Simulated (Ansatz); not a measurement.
**C8H4Sn: one species, many methods**

One table from this session's results is given with a row withheld; the runs are named, their logs left out.

Program: Ansatz 0.2.0, Gaussian basis. Level of theory: functionals in def2-TZVPP, the program's frozen cores in correlated methods. These are calculated values, not measurements.

The runs, in order: LDA (SPW92), PBE-D4, revPBE-D4, BLYP-D4, r2SCAN-D4, B97M-V, PBE0-D4, B3LYP-D4, r2SCANh-D4, r2SCAN0-D4, HSE06-D4, BHLYP-D4, CAM-B3LYP-D4, LC-ωPBE, ωB97X-V, ωB97M-V, B2PLYP, PBE-QIDH; CCSD(T)/def2-SVP; CCSD(T)/def2-TZVPP; MP2/def2-QZVPP; extrapolation to the limit; RPA on PBE.

1 further run of the same task is left out (for a known fault of the program).

**Structure used throughout**

An earlier PBE0-D4 in a triple-zeta def2 set relaxation fixed the geometry. Sn takes the def2 core potential; no spin-orbit term is included.

SMILES `C#[C][Sn]([C]#C)([C]#C)[C]#C`, 13 atoms, charge 0, spin multiplicity 1.

Atoms are counted from 1 here; the program's logs count them from 0.

Bond lengths: C1–C2 1.205 Å, C1–H10 1.066 Å, C2–Sn3 2.066 Å, Sn3–C4 2.066 Å, Sn3–C6 2.066 Å, Sn3–C8 2.066 Å, C4–C5 1.205 Å, C5–H11 1.066 Å, C6–C7 1.205 Å, C7–H12 1.066 Å, C8–C9 1.205 Å, C9–H13 1.066 Å. Angles: C2–C1–H10 180.0°, C1–C2–Sn3 179.9°, C2–Sn3–C4 109.5°, C2–Sn3–C6 109.5°, C2–Sn3–C8 109.5°, C4–Sn3–C6 109.5°, C4–Sn3–C8 109.5°, C6–Sn3–C8 109.5°, Sn3–C4–C5 179.9°, C4–C5–H11 180.0°, Sn3–C6–C7 180.0°, C6–C7–H12 180.0°, Sn3–C8–C9 179.9°, C8–C9–H13 180.0°.

The first run:

The input, in.yaml:

```yaml
crystal:
  periodic: [false, false, false]
  atoms:
    - {symbol: C, position_ang: [3.080092, 0.289083, -1.067045]}
    - {symbol: C, position_ang: [1.946220, 0.180818, -0.674523]}
    - {symbol: Sn, position_ang: [0.002535, -0.002959, 0.000095]}
    - {symbol: C, position_ang: [-1.128984, -0.990121, -1.418351]}
    - {symbol: C, position_ang: [-1.790790, -1.566479, -2.243751]}
    - {symbol: C, position_ang: [-0.791955, 1.875061, 0.329729]}
    - {symbol: C, position_ang: [-1.255236, 2.970322, 0.522681]}
    - {symbol: C, position_ang: [-0.015793, -1.077388, 1.764207]}
    - {symbol: C, position_ang: [-0.028465, -1.703461, 2.793445]}
    - {symbol: H, position_ang: [4.083493, 0.385258, -1.414664]}
    - {symbol: H, position_ang: [-2.375999, -2.076647, -2.974613]}
    - {symbol: H, position_ang: [-1.665325, 3.939658, 0.693308]}
    - {symbol: H, position_ang: [-0.039392, -2.257843, 3.704181]}
basis:
  gaussian: {orbitals: def2-TZVPP}
hamiltonian: {xc: lda}
output: {orbitals: {seedname: orbitals}}
```

Launch:

```
ansatz run in.yaml --threads 2 --pin off --events-out ev --progress --plain --max-ram 22528MiB --backend cuda --devices 0, --max-vram 18GiB
```

Steps of the session up to this table: LDA; PBE-D4 (GGA); revPBE-D4 (GGA); BLYP-D4 (GGA); r2SCAN-D4 (meta-GGA); B97M-V (meta-GGA); B3LYP-D4 (hybrid); r2SCANh-D4 (hybrid); r2SCAN0-D4 (hybrid); HSE06-D4 (hybrid); BHLYP-D4 (hybrid); CAM-B3LYP-D4 (range-separated); LC-ωPBE (range-separated); ωB97X-V (range-separated); ωB97M-V (range-separated); B2PLYP (double hybrid); PBE-QIDH (double hybrid).

One of the session's tables, all rows but one given; the rest of the session is left out.

It belongs to the step «Frontier levels by functional». 

```
  functional  HOMO (eV)  gap (eV)
 LDA (SPW92)      -7.34      5.60
      PBE-D4      -7.13      5.66
   revPBE-D4      -7.06      5.69
     BLYP-D4      -6.94      5.61
   r2SCAN-D4      -7.36      6.09
      B97M-V      -7.31      6.07
     PBE0-D4      -8.35      7.77
    B3LYP-D4      -8.08      7.29
  r2SCANh-D4      -7.82      6.87
  r2SCAN0-D4          ?         ?
    HSE06-D4      -7.95      6.99
    BHLYP-D4      -9.38      9.78
CAM-B3LYP-D4      -9.71     10.21
     LC-ωPBE     -11.20     12.84
     ωB97X-V     -10.75     12.28
     ωB97M-V     -10.63     12.00
```

**Question.** Estimate the row for r2SCAN0-D4.

Worked estimate for «HOMO (eV)». Against the share of exact exchange, r2SCAN-D4 (0, -7.36), r2SCANh-D4 (0.1, -7.82) give a slope of -4.60 per unit share; at 0.25 the line stands at -8.51.

As computed: HOMO (eV): -8.51; gap (eV): 8.04. In «HOMO (eV)» the line misses by 0.00.
